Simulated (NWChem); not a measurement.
Volume series of BP (zincblende structure): conduction valleys

Program: NWChem. Level: PBE, Troullier-Martins pseudopotentials (valence charges P 5, B 3), cutoff 30 Ha, shifted 4×4×4 mesh, two-atom cell, no spin-orbit coupling. Each row gives the lowest empty level at Γ, at L and on the outer part of the line to X, counted from the valence top at Γ within the same run; other points weren't sampled.

| ln(V/V₀) | a (Å) | Γ (eV) | L (eV) | X line (eV) |
|---|---|---|---|---|
| -0.062 | 4.442 | 3.52 | 4.12 | 1.19 |
| -0.041 | 4.473 | 3.48 | 3.99 | 1.22 |
| -0.020 | 4.504 | 3.45 | 3.87 | 1.24 |
| 0.000 | 4.534 | 3.42 | 3.75 | 1.27 |
| 0.020 | 4.565 | 3.39 | 3.63 | 1.30 |
| 0.039 | 4.594 | ? | ? | ? |
| 0.058 | 4.623 | 3.33 | 3.41 | 1.35 |

Question: Fit a line in ln V to each valley, give the slopes, and predict the withheld row.

Answer: Slopes dE/d(ln V): Γ -1.6 eV, L -5.9 eV, X line 1.3 eV (largest miss of a line 0.00 eV). The lowest valley is X line in every row. Predicted against computed: Γ 3.36 against 3.36, L 3.52 against 3.52, X line 1.32 against 1.32 eV.
